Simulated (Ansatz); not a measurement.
# CH3ClFIn (SMILES [CH3][In]([F])[Cl]): HF/STO-3G

What is the energy change on altering one bond length of CH3ClFIn at HF/STO-3G? 

The calculation is run with Ansatz 0.2.0.

118 further runs of the same task are left out: 1 that didn't finish, 117 set aside as unsound or not needed. Runs told in other sessions of the task aren't counted.

**1. The system as given**

CH3ClFIn has 7 atoms, charge 0, and is taken as a singlet. As SMILES, `[CH3][In]([F])[Cl]`. The shape is that of a PBE0-D4/def2-TZVP optimisation.

Bond lengths: C1–In2 2.122 Å, In2–F3 1.947 Å, In2–Cl4 2.316 Å, C1–H5 1.089 Å, C1–H6 1.090 Å, C1–H7 1.088 Å. Angles: C1–In2–F3 121.8°, C1–In2–Cl4 129.4°, F3–In2–Cl4 108.8°, In2–C1–H5 109.1°, In2–C1–H6 108.9°, In2–C1–H7 109.1°, H5–C1–H6 109.2°, H5–C1–H7 110.4°, H6–C1–H7 110.2°.

**2. A single-point energy at HF/STO-3G**

Contents of run.yaml:

```yaml
basis:
  gaussian:
    orbitals: STO-3G
crystal:
  periodic: [false, false, false]
  atoms:
    - {symbol: C, position_ang: [-0.390800, 0.951400, 0.427300]}
    - {symbol: In, position_ang: [0.391000, -0.846100, -0.384300]}
    - {symbol: F, position_ang: [2.306000, -1.125500, -0.600500]}
    - {symbol: Cl, position_ang: [-0.728400, -2.728700, -1.135500]}
    - {symbol: H, position_ang: [-1.112900, 1.373000, -0.270800]}
    - {symbol: H, position_ang: [-0.891300, 0.725700, 1.368500]}
    - {symbol: H, position_ang: [0.426300, 1.650400, 0.595200]}
hamiltonian:
  xc: hf
total_charge: 0
output:
  orbitals: {seedname: orbitals}
accuracy: high
```

Started as:

```bash
ansatz run run.yaml --threads 1 --pin off --max-ram 3480MiB --events-out events.jsonl --progress --plain --runs-dir runs
```

Standard output:

```text
Warning: RAYON_NUM_THREADS=1 ignored (pool sized by the plan → 1); use --threads N
Functional definition: HF
  name "HF"
  exchange = exact_x
  correlation = 0
956 factors; integrals over basis functions are off by at most 9.3e-9 eV
mean field evaluation 1: about -170741.7663 eV, gradient 2.1e1 eV
mean field evaluation 2: about -170741.8623 eV, gradient 2.1e1 eV
mean field evaluation 4: about -170744.7831 eV, gradient 1.8e0 eV
mean field evaluation 8: about -170744.8082 eV, gradient 5.6e-4 eV
mean field -170744.80815182 eV, -6274.7559645917 hartree, gradient 1.2e-8 eV, S^2 0.000000; 0 other end points of the search recorded, 0 dependent functions left out
reference -170744.80815182 eV, -6274.7559645917 hartree; 42, 42 occupied and 7, 7 virtual orbitals, 956 factors
Total energy: -170744.80815182 eV, -6274.7559645917 hartree
```

It took 0.97 s on 1 thread of Arm Neoverse V2, shared host; peak memory 0.13 GiB.

**3. The distorted shape at the same level**

Contents of molecule.yaml:

```yaml
crystal:
  periodic: [false, false, false]
  atoms:
    - {symbol: C, position_ang: [0.504720, 2.457480, 1.028260]}
    - {symbol: In, position_ang: [1.286520, 0.659980, 0.216660]}
    - {symbol: F, position_ang: [3.201520, 0.380580, 0.000460]}
    - {symbol: Cl, position_ang: [-0.728400, -2.728700, -1.135500]}
    - {symbol: H, position_ang: [-0.217380, 2.879080, 0.330160]}
    - {symbol: H, position_ang: [0.004220, 2.231780, 1.969460]}
    - {symbol: H, position_ang: [1.321820, 3.156480, 1.196160]}
basis:
  gaussian:
    orbitals: STO-3G
accuracy: high
output: {orbitals: {seedname: orbitals}}
hamiltonian:
  xc: hf
```

Started as:

```bash
ansatz run molecule.yaml --threads 1 --pin off --max-ram 3480MiB --events-out events.jsonl --progress --plain --runs-dir runs
```

Standard output:

```text
Warning: RAYON_NUM_THREADS=1 ignored (pool sized by the plan → 1); use --threads N
[... 4 set-up lines as earlier in the session ...]
899 factors; integrals over basis functions are off by at most 5.6e-8 eV
mean field evaluation 1: about -170734.6711 eV, gradient 2.3e1 eV
mean field evaluation 2: about -170734.7578 eV, gradient 2.3e1 eV
mean field evaluation 4: about -170738.6610 eV, gradient 3.1e0 eV
mean field evaluation 8: about -170738.7680 eV, gradient 1.4e-1 eV
mean field -170738.76821981 eV, -6274.5340011843 hartree, gradient 3.7e-8 eV, S^2 0.000000; 0 other end points of the search recorded, 0 dependent functions left out
reference -170738.76821981 eV, -6274.5340011843 hartree; 42, 42 occupied and 7, 7 virtual orbitals, 899 factors
Total energy: -170738.76821981 eV, -6274.5340011843 hartree
```

Run time: 0.94 s. Hardware: 1 thread of Arm Neoverse V2, shared host; peak memory 0.12 GiB.

**4. Results**

Level: HF/STO-3G.

| quantity | value |
| --- | --- |
| first shape: total energy | -6274.75596 Eh |
| first shape: HOMO energy | -8.70 eV |
| first shape: LUMO energy | 5.54 eV |
| first shape: HOMO–LUMO gap | 14.24 eV |
| distorted shape: total energy | -6274.53400 Eh |
| distorted shape: HOMO energy | -4.32 eV |
| distorted shape: LUMO energy | 0.88 eV |
| distorted shape: HOMO–LUMO gap | 5.20 eV |
| energy change with the In2–Cl4 bond stretched from 2.316 to 4.168 Å | 6.040 eV |

With the In2–Cl4 bond stretched from 2.316 to 4.168 Å the energy rises by 6.04 eV (139 kcal/mol). The first shape isn't relaxed at this level, so the change isn't measured from a minimum. A restricted reference can't describe the breaking bond well at this length. The minimal basis adds a large error of its own. Relativity is left out (first shape) although the molecule holds a heavy atom. Relativity is left out (distorted shape) although the molecule holds a heavy atom.
